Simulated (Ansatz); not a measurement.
# the Al-Au system: a small convex hull

Computed with the Ansatz DFT code, driven from Python.

Notebook, run cell by cell (the value of a cell's last expression is shown):

```python
from collections import Counter
import warnings

import ansatz as az
import matplotlib.pyplot as plt
from pymatgen.analysis.phase_diagram import PDEntry, PhaseDiagram
from pymatgen.core import Composition
```

```python
PHASES = {
    "Al2Au Fm-3m": (
        [(0.0, 3.0, 3.0), (3.0, 0.0, 3.0), (3.0, 3.0, 0.0)],
        [
            ("Al", (0.25, 0.25, 0.25)),
            ("Al", (0.75, 0.75, 0.75)),
            ("Au", (0.0, 0.0, 0.0)),
        ],
    ),
    "AlAu Pm-3m": (
        [(3.223942, 0.0, 0.0), (0.0, 3.223942, 0.0), (0.0, 0.0, 3.223942)],
        [
            ("Al", (0.0, 0.0, 0.0)),
            ("Au", (0.5, 0.5, 0.5)),
        ],
    ),
    "Al": (
        [(0.0, 2.024805, 2.024805), (2.024805, 0.0, 2.024805), (2.024805, 2.024805, 0.0)],
        [
            ("Al", (0.0, 0.0, 0.0)),
        ],
    ),
    "Au": (
        [(0.0, 2.035, 2.035), (2.035, 0.0, 2.035), (2.035, 2.035, 0.0)],
        [
            ("Au", (0.0, 0.0, 0.0)),
        ],
    ),
}
```

```python
def build(vectors, sites):
    crystal = az.Crystal(lattice=az.Lattice.of(vectors))
    for symbol, position in sites:
        crystal = crystal.atom(symbol, position)
    return crystal
```

```python
def run_phase(name, crystal):
    calc = crystal.calculation()
    calc = calc.functional(az.Functional.R2SCAN).basis(500)
    calc = calc.kpoints(spacing=0.15)
    calc = calc.occupations("gaussian", width=0.05)
    calc = calc.relax(force_tolerance=0.02, max_steps=60, fix_cell=["shape"])
    return calc.run()
```

```python
def counts(outcome):
    return Counter(site.symbol for site in outcome.lattice.sites)

warnings.simplefilter("ignore", az.DeckWarning)
```

```python
phases = {name: build(*cell) for name, cell in PHASES.items()}
```

```python
done = {}
for name, crystal in phases.items():
    done[name] = run_phase(name, crystal)
    print(f"{name}: {done[name].report['energy_sigma0_ev']:.4f} eV, {len(done[name].lattice.sites)} atoms")
```

    Al2Au Fm-3m: -14245.7811 eV, 3 atoms
    AlAu Pm-3m: -13704.3693 eV, 2 atoms
    Al: -540.4079 eV, 1 atoms
    Au: -13163.5091 eV, 1 atoms

```python
entries = [PDEntry(Composition(dict(counts(o))), o.report["energy_sigma0_ev"], name=name) for name, o in done.items()]
diagram = PhaseDiagram(entries)
rows = [(e.name, e.composition.get_atomic_fraction("Au"), diagram.get_form_energy_per_atom(e), diagram.get_e_above_hull(e)) for e in entries]
rows.sort(key=lambda row: row[1])
print("     phase       x(Au)  E_form (eV/atom)  above hull (eV/atom)")
for row in rows:
    print(f"{str(row[0]):>10}  {row[1]:10.3f}  {row[2]:16.4f}  {row[3]:20.4f}")
print("on the hull of these phases:", ", ".join(row[0] for row in rows if row[3] < 1e-6))
stable = [row for row in rows if row[3] < 1e-6]
plt.figure(figsize=(4.5, 3.2))
plt.plot([row[1] for row in stable], [row[2] for row in stable], "k-o")
plt.plot([row[1] for row in rows], [row[2] for row in rows], "r.")
plt.xlabel("fraction of Au")
plt.ylabel("formation energy (eV/atom)")
plt.tight_layout()
plt.savefig("hull.png", dpi=100)
```

         phase       x(Au)  E_form (eV/atom)  above hull (eV/atom)
            Al       0.000            0.0000                0.0000
    Al2Au Fm-3m       0.333           -0.4854                0.0000
    AlAu Pm-3m       0.500           -0.2261                0.1379
            Au       1.000            0.0000                0.0000
    on the hull of these phases: Al, Al2Au Fm-3m, Au

Notes:
- Absolute energies stand on the zero of these potentials, so only differences at equal settings mean something.
- Atoms and volume are relaxed with the cell's shape held, which in cells of lower than cubic symmetry can hide stresses and shift volumes.
- The meshes are coarse for the metals among these phases, whose energies can be off by up to 40 meV an atom.
- Spin-orbit coupling, which matters for elements this heavy, is left out.
- The cells come from databases of deposited and of computed structures, and not all need be stable phases.
- Differences under about 40 meV an atom lie within the error of mesh and functional, so such verdicts may flip; only the cells listed enter the hull.
- Timing: 87 s on 1 thread of Arm Neoverse V2, on a shared host, peak memory 0.68 GiB.
